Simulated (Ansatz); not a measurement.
Runs of Ansatz 0.2.0 on CuO2. It takes space group Cmcm (No. 63, orthorhombic). Conventional cell: a = 2.825 Å, b = 10.421 Å, c = 4.343 Å, α = 90.00°, β = 90.00°, γ = 90.00°. Around Cu (site symmetry m2m) lie 4 O at 1.86 to 1.90 Å. Around O (site symmetry m2m) lie 2 Cu at 1.90 Å. O (site symmetry m2m) is surrounded by 2 Cu at 1.86 Å. The cell comes from a database or a generator and needn't be the stable form of this composition.

```tsv
task	level	U	cell	k mesh	cutoff (eV)	points for each segment of the path	hubbard projectors	double counting	gap on the mesh (eV)	pressure (GPa)	relaxed volume (Å³/atom)	largest force (eV/Å)
relaxation of cell and atoms	PBEsol	-	relaxed	10 × 10 × 6	420	-	-	-	none	0.0	9.30	-
band structure	LDA	-	as given	10 × 10 × 6	420	14	-	-	none	-14.9	-	0.79
relaxation of cell and atoms	PBEsol+U	Cu d U = 2 eV	relaxed	10 × 10 × 6	420	-	ortho-atomic (the default)	fll (the default)	none	0.0	9.48	-
band structure	PBEsol	-	as given	10 × 10 × 6	420	14	-	-	none	-8.7	-	0.52
band structure	r2SCAN	-	as given	10 × 10 × 6	500	14	-	-	none	-9.3	-	0.56
density of states	PBEsol	-	as given	8 × 8 × 6	420	-	-	-	none	-8.7	-	(b)
band structure	PBE	-	as given	10 × 10 × 6	420	14	-	-	none	-1.7	-	0.25
relaxation of cell and atoms	r2SCAN	-	relaxed	10 × 10 × 6	500	-	-	-	none	0.0	9.68	-
relaxation of cell and atoms	PBEsol+U	Cu d U = 1 eV	relaxed	10 × 10 × 6	420	-	ortho-atomic (the default)	fll (the default)	none	0.0	9.37	-
relaxation of cell and atoms	LDA	-	relaxed	10 × 10 × 6	420	-	-	-	none	0.0	8.77	-
relaxation of cell and atoms	PBE	-	relaxed	10 × 10 × 6	420	-	-	-	none	0.0	(a)	-
```

Alike in all rows: potentials or basis Ansatz PAW; no spin polarisation; smearing fermi-dirac 0.05 eV.

**Question.** Estimate the missing entries.

**Answer.** (a) 10.46; (b) 0.51.

Caveats: the run has no spin polarisation, though such a crystal can be magnetic; semilocal functionals often make such compounds metallic where correlation or magnetic order opens a gap, which also shifts bond lengths (some runs); the PAW data sets come from PBE, with cores solved anew for the run's functional, which leaves a small shift of forces and pressure (some runs); the plane-wave basis is chosen anew once the cell has moved, so the energies of steps on either side of that aren't comparable (some runs); U without spin polarisation on a metal has little footing (some runs); the density of states is complete only up to the lowest level of the last band computed (some runs); the volume moved by over 15 % at a fixed basis, so the end points are rough (some runs).

A k mesh can miss the band edges.

A gap of «none» marks a metal or a gap under the smearing width.

Not every run made on this cell is shown here.
